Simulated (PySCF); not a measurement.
# SnBr4: NMR shieldings

What do calculations give for the NMR shieldings of SnBr4 (`[Br][Sn]([Br])([Br])[Br]`)?

Computed with PySCF 2.14.0 and routines of our own; the level stands in each step. Atoms count from 0.

### 1 The system as given

5 atoms, charge 0, multiplicity 1; geometry from: GFN2-xTB.

### 2 Geometry optimisation at PBE0-D3(BJ)/def2-SVP

Job settings and geometry (Å):

```
{"job": {"xc": "PBE0", "basis": "def2-SVP", "d3": "d3bj", "grid": 1, "maxiter": 30, "shake": 0.01, "kind": "geom"}, "charge": 0, "multiplicity": 1}
Br    -0.903280     2.232970    -0.755490
Sn    -0.006860    -0.003580    -0.008110
Br    -1.768480    -1.822480    -0.397650
Br     0.610920     0.114680     2.472900
Br     2.101270    -0.555560    -1.349550
```

The run is started by

```console
$ OMP_NUM_THREADS=1 python heavy_run.py task.json out
```

One launch serves the whole session: the jobs run in the order shown.

The program printed:

```text
step   0  E = -10508.68211306  max force = 0.019991
step   1  E = -10508.68849808  max force = 0.004062
step   2  E = -10508.68880549  max force = 0.002702
step   3  E = -10508.68885584  max force = 0.000633
step   4  E = -10508.68887500  max force = 0.000398
step   5  E = -10508.68889915  max force = 0.000710
step   6  E = -10508.68890008  max force = 0.001049
step   7  E = -10508.68888894  max force = 0.000451
step   8  E = -10508.68889558  max force = 0.000785
step   9  E = -10508.68889228  max force = 0.000683
step  10  E = -10508.68889398  max force = 0.000736
step  11  E = -10508.68889316  max force = 0.000699
step  12  E = -10508.68889275  max force = 0.000696
step  13  E = -10508.68889240  max force = 0.000681
step  14  E = -10508.68889205  max force = 0.000674
step  15  E = -10508.68889169  max force = 0.000660
step  16  E = -10508.68889134  max force = 0.000645
step  17  E = -10508.68889098  max force = 0.000646
step  18  E = -10508.68889062  max force = 0.000631
step  19  E = -10508.68889026  max force = 0.000625
step  20  E = -10508.68888989  max force = 0.000611
step  21  E = -10508.68888952  max force = 0.000596
step  22  E = -10508.68888915  max force = 0.000597
step  23  E = -10508.68888878  max force = 0.000583
step  24  E = -10508.68888840  max force = 0.000568
step  25  E = -10508.68888803  max force = 0.000568
step  26  E = -10508.68888765  max force = 0.000554
step  27  E = -10508.68888727  max force = 0.000540
step  28  E = -10508.68888689  max force = 0.000539
step  29  E = -10508.68888651  max force = 0.000526
step  30  E = -10508.68888612  max force = 0.000512
optimisation not converged
```

It took 11 min on 1 thread of Arm Neoverse V1, shared host; peak memory 0.91 GiB.

Step by step:

| step | energy from step 0 (eV) | largest force component (eV/Å) |
| --- | --- | --- |
| 0 | 0.0000 | 1.0280 |
| 1 | -0.1737 | 0.2089 |
| 2 | -0.1821 | 0.1389 |
| 3 | -0.1835 | 0.0326 |
| 4 | -0.1840 | 0.0205 |
| 5 | -0.1847 | 0.0365 |
| 6 | -0.1847 | 0.0539 |
| 7 | -0.1844 | 0.0232 |
| 8 | -0.1846 | 0.0404 |
| 9 | -0.1845 | 0.0351 |
| 10 | -0.1845 | 0.0378 |
| 11 | -0.1845 | 0.0359 |
| 12 | -0.1845 | 0.0358 |
| 13 | -0.1845 | 0.0350 |
| 14 | -0.1845 | 0.0347 |
| 15 | -0.1845 | 0.0339 |
| 16 | -0.1844 | 0.0332 |
| 17 | -0.1844 | 0.0332 |
| 18 | -0.1844 | 0.0324 |
| 19 | -0.1844 | 0.0321 |
| 20 | -0.1844 | 0.0314 |
| 21 | -0.1844 | 0.0306 |
| 22 | -0.1844 | 0.0307 |
| 23 | -0.1844 | 0.0300 |
| 24 | -0.1844 | 0.0292 |
| 25 | -0.1844 | 0.0292 |
| 26 | -0.1843 | 0.0285 |
| 27 | -0.1843 | 0.0278 |
| 28 | -0.1843 | 0.0277 |
| 29 | -0.1843 | 0.0270 |
| 30 | -0.1843 | 0.0263 |

Close pairs (by a distance rule), those that changed most:

| bond | before (Å) | after (Å) | change (Å) |
| --- | --- | --- | --- |
| Sn1–Br4 | 2.559 | 2.459 | -0.100 |
| Sn1–Br3 | 2.560 | 2.462 | -0.098 |
| Sn1–Br2 | 2.562 | 2.470 | -0.092 |
| Br0–Sn1 | 2.523 | 2.460 | -0.063 |

The next job starts from the end point, and lists it.

The optimisation stopped before it met its thresholds, so this geometry is not quite a stationary point, and what follows inherits that.

| at the end point | value |
| --- | --- |
| rotational constants (GHz, main isotopes) | 0.403, 0.397, 0.388 |
| dipole moment (D) | 0.13 |

### 3 NMR shieldings: PBE/pcSseg-1 Br:us-x2c-TZVPall-2c Sn:us-x2c-TZVPall-2c, spin–orbit

Job settings and geometry (Å):

```
{"job": {"kind": "hnmr", "xc": "PBE", "basis": {"default": "pcSseg-1", "Br": "us-x2c-TZVPall-2c", "Sn": "us-x2c-TZVPall-2c"}, "rel": "so"}, "charge": 0, "multiplicity": 1}
Br    -0.833469     2.202957    -0.669413
Sn    -0.015570    -0.019682    -0.004574
Br    -1.767620    -1.720106    -0.377480
Br     0.662574    -0.000264     2.362002
Br     1.987841    -0.496961    -1.348287
```

With the program's defaults for keys left out, this is: PBE/pcSseg-1 Br:us-x2c-TZVPall-2c Sn:us-x2c-TZVPall-2c GIAO NMR shielding, X2C with spin-orbit coupling, screened-nuclear two-electron part, Gaussian nuclei, gas phase.

The program printed:

```text
spin-free SCF
coarse grid: 37360 points
cycle   1  E = -16599.9663064023  dE = -8.587e-02  |g| = 6.189e-01  |ddm| = 1.688e+02
cycle   2  E = -16599.8837205233  dE =  8.259e-02  |g| = 7.548e-01  |ddm| = 1.368e+00
cycle   3  E = -16599.9841504006  dE = -1.004e-01  |g| = 3.439e-01  |ddm| = 1.135e+00
cycle   4  E = -16600.0077699127  dE = -2.362e-02  |g| = 4.405e-02  |ddm| = 3.361e-01
cycle   5  E = -16600.0080573031  dE = -2.874e-04  |g| = 1.901e-02  |ddm| = 4.948e-02
cycle   6  E = -16600.0081498717  dE = -9.257e-05  |g| = 1.536e-03  |ddm| = 1.940e-02
cycle   7  E = -16600.0081502638  dE = -3.921e-07  |g| = 9.705e-04  |ddm| = 2.576e-03
final grid: 66344 points
cycle   8  E = -16600.0057240351  dE = -1.272e-06  |g| = 2.807e-03  |ddm| = 4.833e-03
cycle   9  E = -16600.0057211643  dE =  2.871e-06  |g| = 3.914e-03  |ddm| = 6.770e-03
cycle  10  E = -16600.0057247577  dE = -3.593e-06  |g| = 9.108e-04  |ddm| = 5.518e-03
cycle  11  E = -16600.0057249349  dE = -1.772e-07  |g| = 2.894e-04  |ddm| = 1.060e-03
cycle  12  E = -16600.0057249549  dE = -1.995e-08  |g| = 3.510e-05  |ddm| = 3.243e-04
cycle  13  E = -16600.0057249551  dE = -2.183e-10  |g| = 3.017e-06  |ddm| = 3.008e-05
converged SCF energy = -16600.0057249551
two-component SCF
cycle   1  E = -16599.0951345064  dE = -1.660e+04  |FDS-SDF| = 4.812e+01
cycle   2  E = -16601.1382047557  dE = -2.043e+00  |FDS-SDF| = 6.914e-02
cycle   3  E = -16601.1381901577  dE =  1.460e-05  |FDS-SDF| = 1.562e-02
cycle   4  E = -16601.1381335340  dE =  5.662e-05  |FDS-SDF| = 1.963e-02
cycle   5  E = -16601.1382145110  dE = -8.098e-05  |FDS-SDF| = 3.315e-03
cycle   6  E = -16601.1382170312  dE = -2.520e-06  |FDS-SDF| = 4.336e-04
cycle   7  E = -16601.1382170436  dE = -1.240e-08  |FDS-SDF| = 3.036e-05
converged, E = -16601.1382170436

Field gradients (au) and densities at the nuclei (bohr^-3)
atom        Vxx        Vyy        Vzz        centre      nuclear mean
  0 Br    -2.8442    -2.8896     5.7337      39291.106      39262.550
  1 Sn    -0.0339    -0.0402     0.0741     174621.689     173409.618
  2 Br    -2.8912    -2.9292     5.8203      39291.138      39262.582
  3 Br    -2.8506    -2.8928     5.7433      39291.110      39262.554
  4 Br    -2.8279    -2.8812     5.7091      39291.097      39262.541
without picture change
  0 Br                           5.9190                     60064.800
  1 Sn                           0.0819                    356458.804
  2 Br                           6.0084                     60064.850
  3 Br                           5.9289                     60064.806
  4 Br                           5.8936                     60064.786

Core orbital energies (eV)
atom   shell        mean    spread
  0 Br 1s       -13303.104   0.000
  0 Br 2s        -1732.044   0.000
  0 Br 3s         -237.554   0.000
  0 Br 4s          -20.359   0.000
  0 Br 2p1/2     -1559.486   0.000
  0 Br 2p3/2     -1512.556   0.059
  0 Br 3p1/2      -177.633   0.000
  0 Br 3p3/2      -170.841   0.173
  0 Br 3d3/2       -67.015   0.178
  0 Br 3d5/2       -65.982   0.238
  1 Sn 1s       -28959.849   0.000
  1 Sn 2s        -4373.706   0.000
  1 Sn 3s         -845.726   0.000
  1 Sn 4s         -135.809   0.000
  1 Sn 5s          -17.580   0.000
  1 Sn 2p1/2     -4084.830   0.000
  1 Sn 2p3/2     -3855.645   0.001
  1 Sn 3p1/2      -728.619   0.000
  1 Sn 3p3/2      -686.652   0.003
  1 Sn 4p1/2       -96.931   0.000
  1 Sn 4p3/2       -89.376   0.004
  1 Sn 3d3/2      -479.745   0.002
  1 Sn 3d5/2      -471.231   0.003
  1 Sn 4d3/2       -28.617   0.002
  1 Sn 4d5/2       -27.591   0.072
  2 Br 1s       -13303.148   0.000
  2 Br 2s        -1732.086   0.000
  2 Br 3s         -237.595   0.000
  2 Br 4s          -20.379   0.000
  2 Br 2p1/2     -1559.528   0.000
  2 Br 2p3/2     -1512.599   0.060
  2 Br 3p1/2      -177.674   0.000
  2 Br 3p3/2      -170.882   0.176
  2 Br 3d3/2       -67.056   0.181
  2 Br 3d5/2       -66.022   0.241
  3 Br 1s       -13303.104   0.000
  3 Br 2s        -1732.044   0.000
  3 Br 3s         -237.553   0.000
  3 Br 4s          -20.356   0.000
  3 Br 2p1/2     -1559.485   0.000
  3 Br 2p3/2     -1512.556   0.059
  3 Br 3p1/2      -177.632   0.000
  3 Br 3p3/2      -170.841   0.174
  3 Br 3d3/2       -67.015   0.179
  3 Br 3d5/2       -65.981   0.239
  4 Br 1s       -13303.078   0.000
  4 Br 2s        -1732.019   0.000
  4 Br 3s         -237.529   0.000
  4 Br 4s          -20.339   0.000
  4 Br 2p1/2     -1559.461   0.000
  4 Br 2p3/2     -1512.531   0.059
  4 Br 3p1/2      -177.608   0.000
  4 Br 3p3/2      -170.817   0.173
  4 Br 3d3/2       -66.991   0.178
  4 Br 3d5/2       -65.957   0.237

Shielding tensors (ppm)
atom      isotropic    diamagn.    paramagn.     s11        s22        s33       span
  0 Br     2262.72     2987.36     -724.64    1875.07    1912.25    3000.84    1125.77
  1 Sn     4245.72     4734.17     -488.44    4212.53    4230.41    4294.24      81.71
  2 Br     2263.79     2987.20     -723.41    1875.14    1904.30    3011.93    1136.79
  3 Br     2260.99     2987.35     -726.36    1872.34    1908.41    3002.22    1129.88
  4 Br     2257.53     2987.40     -729.87    1868.97    1906.45    2997.18    1128.21
```

Wall time 6.1 min (1 thread of Arm Neoverse V1, shared host); peak memory 2.1 GiB.

In short:

| quantity | value |
| --- | --- |
| energy from spin-orbit coupling | -1.1325 Eh |

### 4 NMR shieldings: PBE/pcSseg-1 Br:us-x2c-TZVPall-2c Sn:us-x2c-TZVPall-2c, spin-free

Job settings and geometry (Å):

```
{"job": {"kind": "hnmr", "xc": "PBE", "basis": {"default": "pcSseg-1", "Br": "us-x2c-TZVPall-2c", "Sn": "us-x2c-TZVPall-2c"}, "rel": "sf"}, "charge": 0, "multiplicity": 1}
Br    -0.833469     2.202957    -0.669413
Sn    -0.015570    -0.019682    -0.004574
Br    -1.767620    -1.720106    -0.377480
Br     0.662574    -0.000264     2.362002
Br     1.987841    -0.496961    -1.348287
```

With the program's defaults for keys left out, this is: PBE/pcSseg-1 Br:us-x2c-TZVPall-2c Sn:us-x2c-TZVPall-2c GIAO NMR shielding, spin-free X2C, Gaussian nuclei, gas phase.

The program printed:

```text
spin-free SCF
coarse grid: 37360 points
cycle   1  E = -16599.9663064023  dE = -8.587e-02  |g| = 6.189e-01  |ddm| = 1.688e+02
cycle   2  E = -16599.8837205233  dE =  8.259e-02  |g| = 7.548e-01  |ddm| = 1.368e+00
cycle   3  E = -16599.9841504006  dE = -1.004e-01  |g| = 3.439e-01  |ddm| = 1.135e+00
cycle   4  E = -16600.0077699127  dE = -2.362e-02  |g| = 4.405e-02  |ddm| = 3.361e-01
cycle   5  E = -16600.0080573031  dE = -2.874e-04  |g| = 1.901e-02  |ddm| = 4.948e-02
cycle   6  E = -16600.0081498717  dE = -9.257e-05  |g| = 1.536e-03  |ddm| = 1.940e-02
cycle   7  E = -16600.0081502638  dE = -3.921e-07  |g| = 9.705e-04  |ddm| = 2.576e-03
final grid: 66344 points
cycle   8  E = -16600.0057240351  dE = -1.272e-06  |g| = 2.807e-03  |ddm| = 4.833e-03
cycle   9  E = -16600.0057211643  dE =  2.871e-06  |g| = 3.914e-03  |ddm| = 6.770e-03
cycle  10  E = -16600.0057247577  dE = -3.593e-06  |g| = 9.108e-04  |ddm| = 5.518e-03
cycle  11  E = -16600.0057249349  dE = -1.772e-07  |g| = 2.894e-04  |ddm| = 1.060e-03
cycle  12  E = -16600.0057249549  dE = -1.995e-08  |g| = 3.510e-05  |ddm| = 3.243e-04
cycle  13  E = -16600.0057249551  dE = -2.183e-10  |g| = 3.017e-06  |ddm| = 3.008e-05
converged SCF energy = -16600.0057249551
check of the scalar solution
cycle   1  E = -16600.0057249553  dE = -1.660e+04  |FDS-SDF| = 4.065e+00
cycle   2  E = -16600.0065803972  dE = -8.554e-04  |FDS-SDF| = 1.839e-03
cycle   3  E = -16600.0065803972  dE =  4.729e-11  |FDS-SDF| = 1.209e-04
cycle   4  E = -16600.0065803949  dE =  2.285e-09  |FDS-SDF| = 1.493e-04
cycle   5  E = -16600.0065803978  dE = -2.929e-09  |FDS-SDF| = 4.376e-05
converged, E = -16600.0065803978

Field gradients (au) and densities at the nuclei (bohr^-3)
atom        Vxx        Vyy        Vzz        centre      nuclear mean
  0 Br    -2.8592    -2.9050     5.7642      39288.426      39259.870
  1 Sn    -0.0341    -0.0405     0.0746     174520.733     173308.664
  2 Br    -2.9070    -2.9454     5.8524      39288.458      39259.902
  3 Br    -2.8657    -2.9083     5.7740      39288.430      39259.874
  4 Br    -2.8427    -2.8965     5.7392      39288.417      39259.861
without picture change
  0 Br                           5.9553                     60065.332
  1 Sn                           0.0825                    356470.832
  2 Br                           6.0465                     60065.381
  3 Br                           5.9655                     60065.338
  4 Br                           5.9295                     60065.317

Core orbital energies (eV)
atom   shell        mean    spread
  0 Br 1s       -13303.311   0.000
  0 Br 2s        -1732.083   0.000
  0 Br 3s         -237.563   0.000
  0 Br 4s          -20.364   0.000
  0 Br 2p        -1527.954   0.088
  0 Br 3p         -173.071   0.263
  0 Br 3d          -66.401   0.268
  1 Sn 1s       -28961.419   0.000
  1 Sn 2s        -4374.017   0.000
  1 Sn 3s         -845.813   0.000
  1 Sn 4s         -135.845   0.000
  1 Sn 5s          -17.577   0.000
  1 Sn 2p        -3929.334   0.001
  1 Sn 3p         -700.190   0.004
  1 Sn 4p          -91.825   0.007
  1 Sn 3d         -474.686   0.005
  1 Sn 4d          -28.027   0.113
  2 Br 1s       -13303.355   0.000
  2 Br 2s        -1732.126   0.000
  2 Br 3s         -237.605   0.000
  2 Br 4s          -20.384   0.000
  2 Br 2p        -1527.997   0.089
  2 Br 3p         -173.112   0.267
  2 Br 3d          -66.443   0.275
  3 Br 1s       -13303.310   0.000
  3 Br 2s        -1732.082   0.000
  3 Br 3s         -237.563   0.000
  3 Br 4s          -20.360   0.000
  3 Br 2p        -1527.953   0.088
  3 Br 3p         -173.070   0.264
  3 Br 3d          -66.401   0.271
  4 Br 1s       -13303.285   0.000
  4 Br 2s        -1732.057   0.000
  4 Br 3s         -237.538   0.000
  4 Br 4s          -20.343   0.000
  4 Br 2p        -1527.928   0.087
  4 Br 3p         -173.046   0.263
  4 Br 3d          -66.376   0.269

Shielding tensors (ppm)
atom      isotropic    diamagn.    paramagn.     s11        s22        s33       span
  0 Br     1882.99     3136.50    -1253.51    1403.64    1440.92    2804.41    1400.77
  1 Sn     2245.62     5131.35    -2885.73    2234.58    2241.46    2260.83      26.25
  2 Br     1883.17     3136.33    -1253.16    1400.66    1429.65    2819.20    1418.53
  3 Br     1880.97     3136.48    -1255.51    1400.20    1436.40    2806.30    1406.09
  4 Br     1877.68     3136.54    -1258.86    1397.76    1435.21    2800.07    1402.30
```

Run time: 78 s. Hardware: 1 thread of Arm Neoverse V1, shared host; peak memory 1.5 GiB.

### 5 Shieldings side by side

| run | Sn1 | Br2 | Br3 | Br4 | Br0 | time |
| --- | --- | --- | --- | --- | --- | --- |
| step 3, PBE/pcSseg-1 Br:us-x2c-TZVPall-2c Sn:us-x2c-TZVPall-2c, spin–orbit | 4245.7 | 2263.8 | 2261.0 | 2257.5 | 2262.7 | 6.1 min |
| step 4, PBE/pcSseg-1 Br:us-x2c-TZVPall-2c Sn:us-x2c-TZVPall-2c, spin-free | 2245.6 | 1883.2 | 1881.0 | 1877.7 | 1883.0 | 78 s |

### 6 Results

| quantity | value |
| --- | --- |
| rotational constants (main isotopes) | 0.40, 0.40, 0.39 GHz |
| energy from spin-orbit coupling (step 3, PBE/pcSseg-1 Br:us-x2c-TZVPall-2c Sn:us-x2c-TZVPall-2c, spin–orbit) | -1.1325 Eh |
| shieldings (step 3, PBE/pcSseg-1 Br:us-x2c-TZVPall-2c Sn:us-x2c-TZVPall-2c, spin–orbit) | Br0 2262.7, Sn1 4245.7, Br2 2263.8, Br3 2261.0, Br4 2257.5 ppm |
| shieldings (step 4, PBE/pcSseg-1 Br:us-x2c-TZVPall-2c Sn:us-x2c-TZVPall-2c, spin-free) | Br0 1883.0, Sn1 2245.6, Br2 1883.2, Br3 1881.0, Br4 1877.7 ppm |

The optimisation took 30 steps and gained 0.184 eV; among the close pairs (by a distance rule), Sn1–Br4 changed most, from 2.559 to 2.459 Å. No frequency check was run at this level, so the end point may be a saddle. A contracted two-component basis is stiff near heavy nuclei, so the absolute shieldings of the heavy atoms from it are rough. Sn1 moves most between the runs, by 2000 ppm; the labels say what changes from run to run.
